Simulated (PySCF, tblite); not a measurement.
# C4H9ClOSi: geometry, infrared bands and NMR shifts

Aim: predict the infrared bands and NMR shifts of C4H9ClOSi (`CO[Si@@H](Cl)C1CC1`).

Computed with tblite 0.8.0 and PySCF 2.14.0, with density-fitted response routines of our own, on a single molecule in the gas phase. Atoms count from 0, in the outputs and in this text.

## 1. The starting structure

16 atoms, charge 0, multiplicity 1; geometry from: force field or distance geometry start.

Bonds of the start (Å): C0–O1 1.41, O1–Si2 1.70, Si2–Cl3 2.06, Si2–C4 1.88, C4–C5 1.51, C5–C6 1.53, C6–C4 1.51, C0–H7 1.12, C0–H8 1.10, C0–H9 1.09, Si2–H10 1.47, C4–H11 1.09, C5–H12 1.09, C5–H13 1.09, C6–H14 1.09, C6–H15 1.12.

## 2. Geometry optimisation with GFN2-xTB

Job settings and geometry (Å):

```
{"job": {"kind": "relax", "xc": "GFN2-xTB", "basis": "xTB"}, "charge": 0, "multiplicity": 1}
C      2.825600     0.353000     0.240300
O      1.542000     0.809700    -0.111300
Si     0.514500    -0.542100    -0.002100
Cl     1.351300    -1.891600     1.317200
C     -1.093800     0.035800     0.770700
C     -2.310700    -0.499300     0.050700
C     -1.959700     0.986500    -0.027600
H      2.762600    -0.169800     1.226900
H      3.526300     1.192800     0.346700
H      3.150000    -0.324200    -0.552800
H      0.261600    -1.185200    -1.302800
H     -1.111700     0.225000     1.848400
H     -2.107800    -1.142700    -0.811200
H     -3.129700    -0.775400     0.715200
H     -1.501600     1.333700    -0.957400
H     -2.726500     1.602600     0.505300
```

Started as:

```console
$ OMP_NUM_THREADS=1 python probes_run.py task.json out
```

This one command runs all jobs of the session in turn.

Log:

```text
step      E/eV     max force
  0    -640.29725    2.183
  1    -640.48326    1.302
  2    -640.63702    1.246
  3    -640.68969    0.586
  4    -640.76814    0.564
  5    -640.81821    0.794
  6    -640.87574    0.752
  7    -640.91817    0.608
  8    -640.95128    0.403
  9    -640.97226    0.448
 10    -640.99114    0.447
 11    -641.00560    0.338
 12    -641.02027    0.338
 13    -641.03203    0.296
 14    -641.03914    0.209
 15    -641.04389    0.152
 16    -641.04814    0.193
 17    -641.05185    0.171
 18    -641.05447    0.107
 19    -641.05607    0.104
 20    -641.05749    0.101
 21    -641.05926    0.124
 22    -641.06109    0.112
 23    -641.06260    0.091
 24    -641.06390    0.093
 25    -641.06534    0.138
 26    -641.06711    0.150
 27    -641.06898    0.109
 28    -641.07068    0.120
 29    -641.07229    0.103
 30    -641.07404    0.124
 31    -641.07585    0.118
 32    -641.07752    0.086
 33    -641.07912    0.098
 34    -641.08070    0.095
 35    -641.08210    0.100
 36    -641.08308    0.072
 37    -641.08368    0.048
 38    -641.08416    0.054
 39    -641.08462    0.046
 40    -641.08500    0.048
 41    -641.08534    0.052
 42    -641.08580    0.060
 43    -641.08654    0.089
 44    -641.08753    0.083
 45    -641.08847    0.076
 46    -641.08905    0.065
 47    -641.08939    0.052
 48    -641.08967    0.047
 49    -641.09002    0.032
 50    -641.09021    0.033
 51    -641.09039    0.032
 52    -641.09058    0.029
 53    -641.09081    0.039
 54    -641.09100    0.036
 55    -641.09114    0.027
 56    -641.09127    0.029
 57    -641.09144    0.031
 58    -641.09166    0.037
 59    -641.09188    0.036
 60    -641.09204    0.030
 61    -641.09216    0.027
 62    -641.09230    0.029
 63    -641.09247    0.039
 64    -641.09265    0.041
 65    -641.09283    0.034
 66    -641.09301    0.038
 67    -641.09328    0.064
 68    -641.09370    0.086
 69    -641.09424    0.080
 70    -641.09477    0.058
 71    -641.09531    0.060
 72    -641.09598    0.094
 73    -641.09617    0.181
 74    -641.09780    0.150
 75    -641.09899    0.096
 76    -641.10056    0.102
 77    -641.10095    0.049
 78    -641.10152    0.043
 79    -641.10225    0.150
 80    -641.10294    0.041
 81    -641.10331    0.039
 82    -641.10346    0.131
 83    -641.10398    0.038
 84    -641.10418    0.034
 85    -641.10457    0.045
 86    -641.10469    0.024
 87    -641.10477    0.022
 88    -641.10485    0.018
 89    -641.10491    0.016
 90    -641.10495    0.015
 91    -641.10498    0.014
 92    -641.10502    0.017
 93    -641.10507    0.019
 94    -641.10515    0.022
 95    -641.10525    0.022
 96    -641.10533    0.015
 97    -641.10536    0.018
 98    -641.10538    0.012
 99    -641.10540    0.014
100    -641.10542    0.011
101    -641.10545    0.010
102    -641.10547    0.013
103    -641.10551    0.016
104    -641.10556    0.016
105    -641.10563    0.018
106    -641.10569    0.018
107    -641.10574    0.020
108    -641.10579    0.023
109    -641.10587    0.025
110    -641.10601    0.035
111    -641.10626    0.046
112    -641.10665    0.056
113    -641.10719    0.069
114    -641.10766    0.062
115    -641.10797    0.041
116    -641.10828    0.038
117    -641.10859    0.043
118    -641.10884    0.039
119    -641.10904    0.033
120    -641.10933    0.043
121    -641.10962    0.043
122    -641.11014    0.055
123    -641.11058    0.039
124    -641.11083    0.052
125    -641.11111    0.047
126    -641.11136    0.044
127    -641.11207    0.061
128    -641.11239    0.056
129    -641.11265    0.095
130    -641.11300    0.057
131    -641.11327    0.037
132    -641.11344    0.027
133    -641.11363    0.028
134    -641.11376    0.021
135    -641.11397    0.028
136    -641.11406    0.022
137    -641.11413    0.023
138    -641.11420    0.017
139    -641.11428    0.029
140    -641.11440    0.025
141    -641.11449    0.025
142    -641.11458    0.025
143    -641.11465    0.034
144    -641.11475    0.029
145    -641.11491    0.021
146    -641.11513    0.027
147    -641.11529    0.029
148    -641.11537    0.087
149    -641.11437    0.133
150    -641.11573    0.024
151    -641.11585    0.024
152    -641.11607    0.031
153    -641.11617    0.028
154    -641.11631    0.027
155    -641.11646    0.026
156    -641.11658    0.025
157    -641.11662    0.026
158    -641.11664    0.034
159    -641.11670    0.012
160    -641.11673    0.009
```

It took 1.9 s on 1 thread of Arm Neoverse N1, shared host.

Relaxation path: (not every step is listed)

| step | energy from step 0 (eV) | largest force (eV/Å) |
| --- | --- | --- |
| 0 | 0.0000 | 2.1828 |
| 1 | -0.1860 | 1.3016 |
| 2 | -0.3398 | 1.2464 |
| 3 | -0.3924 | 0.5862 |
| 4 | -0.4709 | 0.5640 |
| 5 | -0.5210 | 0.7936 |
| 6 | -0.5785 | 0.7518 |
| 7 | -0.6209 | 0.6082 |
| 8 | -0.6540 | 0.4027 |
| 22 | -0.7638 | 0.1125 |
| 36 | -0.7858 | 0.0718 |
| 50 | -0.7930 | 0.0327 |
| 64 | -0.7954 | 0.0408 |
| 78 | -0.8043 | 0.0432 |
| 92 | -0.8078 | 0.0168 |
| 106 | -0.8084 | 0.0177 |
| 120 | -0.8121 | 0.0432 |
| 134 | -0.8165 | 0.0213 |
| 148 | -0.8181 | 0.0867 |
| 155 | -0.8192 | 0.0258 |
| 156 | -0.8193 | 0.0255 |
| 157 | -0.8194 | 0.0264 |
| 158 | -0.8194 | 0.0340 |
| 159 | -0.8195 | 0.0124 |
| 160 | -0.8195 | 0.0093 |

Close pairs (by a distance rule), those that changed most:

| bond | before (Å) | after (Å) | change (Å) |
| --- | --- | --- | --- |
| O1–Si2 | 1.701 | 1.619 | -0.083 |
| C5–C6 | 1.529 | 1.489 | -0.040 |
| C6–H15 | 1.119 | 1.080 | -0.039 |
| Si2–Cl3 | 2.064 | 2.029 | -0.036 |
| C0–H7 | 1.118 | 1.092 | -0.027 |
| C5–H12 | 1.095 | 1.080 | -0.015 |
| C6–H14 | 1.093 | 1.079 | -0.014 |
| C4–H11 | 1.094 | 1.084 | -0.011 |

The final coordinates are the input of the step that follows.

## 3. Infrared spectrum with GFN2-xTB

Job settings and geometry (Å):

```
{"job": {"kind": "ir", "xc": "GFN2-xTB", "basis": "xTB"}, "charge": 0, "multiplicity": 1}
C      3.040603     0.313453     0.519434
O      1.654046     0.502604     0.520246
Si     0.502574    -0.422263    -0.142104
Cl     0.755034    -2.346454     0.448539
C     -1.074937     0.325595     0.534491
C     -2.339372    -0.488557     0.550755
C     -2.209889     0.650529    -0.399219
H      3.291993    -0.726842     0.734866
H      3.467282     0.957193     1.288066
H      3.458110     0.583974    -0.452277
H      0.574694    -0.449753    -1.603672
H     -0.951357     1.009571     1.365697
H     -2.302448    -1.492335     0.154819
H     -3.002674    -0.383001     1.396292
H     -2.088676     0.428934    -1.448584
H     -2.782582     1.546298    -0.211278
```

Log:

```text
mode    cm-1     km/mol
  1      18.4      0.20
  2      79.4      3.90
  3      93.5      0.27
  4     101.8      0.51
  5     122.7      3.75
  6     207.0     12.92
  7     267.2      8.69
  8     296.1     10.90
  9     315.3      7.51
 10     479.2     71.51
 11     675.1     97.35
 12     683.5    135.25
 13     714.2    222.24
 14     780.5    122.43
 15     809.9      9.07
 16     848.9     17.53
 17     957.1      0.56
 18    1007.7     50.32
 19    1028.4     15.12
 20    1073.1      1.01
 21    1076.4      0.43
 22    1103.6      0.76
 23    1128.6      1.43
 24    1130.6    103.23
 25    1155.0    128.01
 26    1158.4      1.45
 27    1238.7      3.31
 28    1353.3     16.08
 29    1412.9      2.82
 30    1450.1      0.22
 31    1477.4      4.74
 32    1481.7      2.13
 33    1492.8      2.07
 34    2238.2    214.21
 35    2962.8     31.21
 36    2972.0     32.08
 37    3001.1     21.50
 38    3038.9     16.35
 39    3083.5      8.80
 40    3085.8     15.81
 41    3088.1     32.10
 42    3104.1     70.88
```

Run time: 0.92 s. Hardware: 1 thread of Arm Neoverse N1, shared host.

The strongest bands and the atoms that carry them (share of the mass-weighted mode):

| cm⁻¹ | km/mol | atoms |
| --- | --- | --- |
| 479 | 71.5 | Si2 50 %, Cl3 39 % |
| 675 | 97.3 | H10 74 %, C4 12 % |
| 684 | 135.2 | H10 83 % |
| 714 | 222.2 | Si2 35 %, H10 26 %, C4 13 % |
| 780 | 122.4 | Si2 43 %, O1 25 %, C0 20 % |
| 1131 | 103.2 | C0 30 %, O1 29 %, H7 18 %, H8 18 % |
| 1155 | 128.0 | O1 37 %, C0 23 %, H8 21 %, H7 13 % |
| 2238 | 214.2 | H10 97 % |

## 4. Nuclear shieldings: PBE0/pcSseg-1

Settings changed since step 3:

```diff
@@ -1,2 +1,2 @@
-{"job": {"kind": "ir", "xc": "GFN2-xTB", "basis": "xTB"}, "charge": 0, "multiplicity": 1}
+{"job": {"kind": "nmr", "xc": "PBE0", "basis": "pcSseg-1"}, "charge": 0, "multiplicity": 1}
 C      3.040603     0.313453     0.519434
```

Method: GIAO PBE0/pcSseg-1 NMR shielding, non-relativistic, gas phase.

Log:

```text
coarse grid: 14264 points
cycle   1  E = -982.0672312527  dE =  9.331e-01  |g| = 6.956e-01  |ddm| = 3.526e+00
cycle   2  E = -981.9543531230  dE =  1.129e-01  |g| = 1.050e+00  |ddm| = 1.442e+00
cycle   3  E = -982.1606897951  dE = -2.063e-01  |g| = 1.088e-01  |ddm| = 9.689e-01
cycle   4  E = -982.1628426082  dE = -2.153e-03  |g| = 3.979e-02  |ddm| = 1.249e-01
cycle   5  E = -982.1631877486  dE = -3.451e-04  |g| = 7.205e-03  |ddm| = 3.852e-02
cycle   6  E = -982.1631986004  dE = -1.085e-05  |g| = 2.461e-03  |ddm| = 9.100e-03
cycle   7  E = -982.1631998755  dE = -1.275e-06  |g| = 3.947e-04  |ddm| = 2.595e-03
final grid: 128064 points
cycle   8  E = -982.2139801204  dE = -3.129e-05  |g| = 1.095e-02  |ddm| = 2.305e-02
cycle   9  E = -982.2139598424  dE =  2.028e-05  |g| = 1.502e-02  |ddm| = 1.703e-02
cycle  10  E = -982.2140037107  dE = -4.387e-05  |g| = 1.522e-03  |ddm| = 1.053e-02
cycle  11  E = -982.2140041455  dE = -4.347e-07  |g| = 3.021e-04  |ddm| = 1.443e-03
cycle  12  E = -982.2140041633  dE = -1.785e-08  |g| = 6.122e-05  |ddm| = 2.860e-04
cycle  13  E = -982.2140041641  dE = -7.478e-10  |g| = 2.046e-05  |ddm| = 6.926e-05
converged SCF energy = -982.2140041641

GIAO shielding tensors (ppm)
atom      isotropic    diamagn.    paramagn.     s11        s22        s33       span
  0 C      134.288     240.380    -106.092    106.380    111.108    185.376     78.996
  1 O      297.602     399.989    -102.387    236.129    310.237    346.439    110.310
  2 Si     348.092     880.457    -532.365    313.543    331.871    398.862     85.319
  3 Cl     914.908    1150.232    -235.324    823.758    897.031   1023.934    200.176
  4 C      184.922     253.392     -68.470    153.924    170.146    230.697     76.773
  5 C      183.743     254.317     -70.574    155.354    179.467    216.406     61.052
  6 C      182.025     252.180     -70.154    155.986    177.020    213.070     57.084
  7 H       27.751      27.674       0.077     22.507     27.025     33.720     11.213
  8 H       27.730      27.093       0.637     23.192     25.298     34.699     11.507
  9 H       27.970      27.466       0.504     23.493     25.391     35.026     11.533
 10 H       26.696      30.734      -4.038     23.182     24.848     32.058      8.876
 11 H       31.632      32.892      -1.260     24.210     29.017     41.669     17.459
 12 H       31.441      31.856      -0.415     25.209     29.378     39.735     14.525
 13 H       31.050      30.574       0.476     25.255     26.255     41.639     16.384
 14 H       31.413      31.599      -0.186     25.462     28.662     40.114     14.653
 15 H       31.043      30.307       0.736     25.084     26.301     41.743     16.659
```

Run time: 49 s. Hardware: 1 thread of Arm Neoverse N1, shared host; peak memory 0.81 GiB.

Shifts follow as δ = σ(reference) − σ, with reference shieldings (ppm) from runs at the same level and on the same kind of geometry: ¹H TMS 31.72, ¹³C TMS 186.9, ²⁹Si TMS 349.2, ¹⁷O H2O 336.1, ³⁵Cl HCl 950. The references are single molecules in the gas phase, so shifts against H2O, NH3, PH3, H3PO4 or CFCl3 are not on the usual liquid scales and can be off by tens of ppm. Atoms listed in one row are averaged.

| atoms | environment | σ (ppm) | δ (ppm) | δ scaled to CDCl3 |
| --- | --- | --- | --- | --- |
| C0 | methyl carbon bonded to O | 134.3 | 52.6 | 49.5 |
| C6 | three-membered-ring carbon | 182.0 | 4.9 | 2.9 |
| C5 | three-membered-ring carbon | 183.7 | 3.2 | 1.2 |
| C4 | three-membered-ring carbon | 184.9 | 2.0 | 0.0 |
| H10 | hydrogen on a silicon bonded to C, Cl, O | 26.70 | 5.02 | – |
| H7, H8, H9 | hydrogen on a methyl carbon bonded to O | 27.82 | 3.90 | 3.78 |
| H15 | hydrogen on a three-membered-ring carbon | 31.04 | 0.67 | 0.74 |
| H13 | hydrogen on a three-membered-ring carbon | 31.05 | 0.67 | 0.73 |
| H14 | hydrogen on a three-membered-ring carbon | 31.41 | 0.30 | 0.39 |
| H12 | hydrogen on a three-membered-ring carbon | 31.44 | 0.28 | 0.37 |
| H11 | hydrogen on a three-membered-ring carbon | 31.63 | 0.08 | 0.19 |
| O1 | oxygen bonded to C, Si | 297.6 | 38.5 | – |
| Si2 | silicon bonded to C, Cl, O, H | 348.1 | 1.1 | – |
| Cl3 | chlorine bonded to Si | 915 | 35 | – |

The scaled column applies a straight-line fit of computed shieldings to shifts measured in CDCl3, with any fitted terms for Cl, Br or S neighbours (root-mean-square error 0.16 ppm for H, 1.9 ppm for C).

Charges from the same density, by scheme (e):

| atoms | Mulliken | IAO | Hirshfeld | ESP fit |
| --- | --- | --- | --- | --- |
| C0 | -0.01 | -0.20 | -0.03 | -0.11 |
| O1 | -0.62 | -0.63 | -0.22 | -0.36 |
| Si2 | 1.02 | 1.15 | 0.41 | 0.52 |
| Cl3 | -0.34 | -0.33 | -0.13 | -0.21 |
| C4 | -0.54 | -0.45 | -0.14 | -0.26 |
| C5 | -0.21 | -0.28 | -0.09 | -0.30 |
| C6 | -0.20 | -0.28 | -0.09 | -0.28 |

Mayer bond orders: C0–O1 0.89, O1–Si2 1.04, Si2–Cl3 0.96, Si2–C4 0.88, C4–C5 0.95, C5–C6 0.98, C6–C4 0.95.

Ring of atoms C4, C5, C6: NICS(0) -45.1, NICS(1) -8.9, NICS(1)zz -23.8 ppm (means of both faces).

In rings of three or four atoms NICS is ruled by the nearby σ bonds, so it says little on aromaticity.

Orbitals, density, ELF and potential are computed afterwards from the orbital file.

Frontier orbitals at PBE0/pcSseg-1, with the share of their density that lies nearest to each atom:

| orbital | energy (eV) | lies on |
| --- | --- | --- |
| HOMO | -8.20 | O1 20 %; C4 16 %; H10 12 % |
| LUMO | 0.78 | Si2 21 %; H10 17 %; H12 10 % |

ELF in a plane through or near 7 of the atoms.

Ten even steps from '0' (0.00) to '9' (1.00):
```
0000000000000000000000000000
0000000000000000000000000000
0000000001223320000000000000
0000000014678863000000000000
0000000036875885000100000000
0000000037826384009982000000
0000043005852661069994000000
0000699800368720079983000000
0000599930220056454353100000
0000189844750088673364100000
0000032566383393366873100000
0000166367473165485553000000
0000155316872024545999400000
0000011002430001115999700000
0000000000000000002899400000
0000000000000000000120000000
0000000000000000000000000000
0000000000000000000000000000
0000000000000000000000000000
0000000000000000000000000000
```
The map spans 12.2 Å across and 9.9 Å up, centred on the molecule. Atoms in the plane (x, y in Å): C0 (-3.1, -0.3), O1 (-1.7, -0.5), Cl3 (-0.8, 2.4), C4 (1.1, -0.3), C5 (2.3, 0.5), H7 (-3.3, 0.8), H12 (2.3, 1.5).

log10 of the density (e/Å³) in the same plane.

Values, 10 rows by 14 columns:
```
-4.0 -4.0 -4.0 -4.0 -4.0 -3.5 -3.2 -3.7 -4.0 -4.0 -4.0 -4.0 -4.0 -4.0
-4.0 -4.0 -4.0 -4.0 -2.6 -1.7 -1.4 -1.8 -2.8 -4.0 -4.0 -4.0 -4.0 -4.0
-4.0 -4.0 -4.0 -3.0 -1.6 -0.3  0.3 -0.6 -1.9 -2.3 -2.6 -3.4 -4.0 -4.0
-4.0 -3.8 -2.5 -1.7 -1.5 -0.2  0.4 -0.5 -1.4 -0.5 -0.9 -2.2 -3.8 -4.0
-4.0 -3.0 -1.4  0.2 -0.6 -0.7 -0.3 -0.4 -0.5  0.2 -0.1 -1.5 -3.1 -4.0
-4.0 -2.8 -1.2  0.7  0.2  1.2 -0.2  0.0  0.9  0.1 -0.3 -1.5 -3.1 -4.0
-4.0 -2.9 -1.5 -0.5 -0.7 -0.2 -1.0 -1.0 -0.5 -0.3 -0.2 -1.5 -3.3 -4.0
-4.0 -3.8 -2.8 -2.3 -2.4 -2.2 -2.6 -2.4 -2.0 -1.5 -1.2 -2.1 -3.8 -4.0
-4.0 -4.0 -4.0 -4.0 -4.0 -4.0 -4.0 -4.0 -3.7 -3.2 -3.1 -3.7 -4.0 -4.0
-4.0 -4.0 -4.0 -4.0 -4.0 -4.0 -4.0 -4.0 -4.0 -4.0 -4.0 -4.0 -4.0 -4.0
```
The map spans 12.2 Å across and 9.9 Å up, centred on the molecule. Atoms in the plane (x, y in Å): C0 (-3.1, -0.3), O1 (-1.7, -0.5), Cl3 (-0.8, 2.4), C4 (1.1, -0.3), C5 (2.3, 0.5), H7 (-3.3, 0.8), H12 (2.3, 1.5).

On the surface of density 0.002 e/bohr³ the electrostatic potential runs, from the 1st to the 99th percentile, from -1.05 V near O1 to 1.09 V near H10.

## 5. Results

| quantity | value |
| --- | --- |
| strongest single infrared mode (GFN2-xTB) | 714 cm⁻¹, 222 km/mol |
| zero-point energy (GFN2-xTB) | 76.9 kcal/mol |
| ¹³C shifts against TMS (PBE0/pcSseg-1) | 52.6, 4.9, 3.2, 2.0 ppm |
| ¹H shifts against TMS (PBE0/pcSseg-1, means over atoms taken as alike) | 5.02, 3.90, 0.67, 0.67, 0.30, 0.28, 0.08 ppm |
| ¹⁷O shifts against H2O (PBE0/pcSseg-1) | 38.5 ppm |
| ²⁹Si shifts against TMS (PBE0/pcSseg-1) | 1.1 ppm |
| ³⁵Cl shifts against HCl (PBE0/pcSseg-1) | 35 ppm |
| surface potential, 1st and 99th percentile | -1.05 V and 1.09 V |

What this shows: The optimisation took 160 steps and gained 0.819 eV; among the close pairs (by a distance rule), O1–Si2 changed most, from 1.701 to 1.619 Å. No mode is imaginary among the 42: a minimum at this level. The strongest single mode, at 714 cm⁻¹, is carried by Si2, H10, C4. GFN2-xTB is a fitted tight-binding method: band positions and strengths are rough. Its intensities can rank the bands wrongly. C0 (methyl carbon bonded to O) lies farthest downfield among carbon, at 52.6 ppm; pulled downfield by the heteroatom. At PBE0/pcSseg-1: The widest tensor belongs to Cl3: span 200 ppm, with a paramagnetic part of -235 ppm.
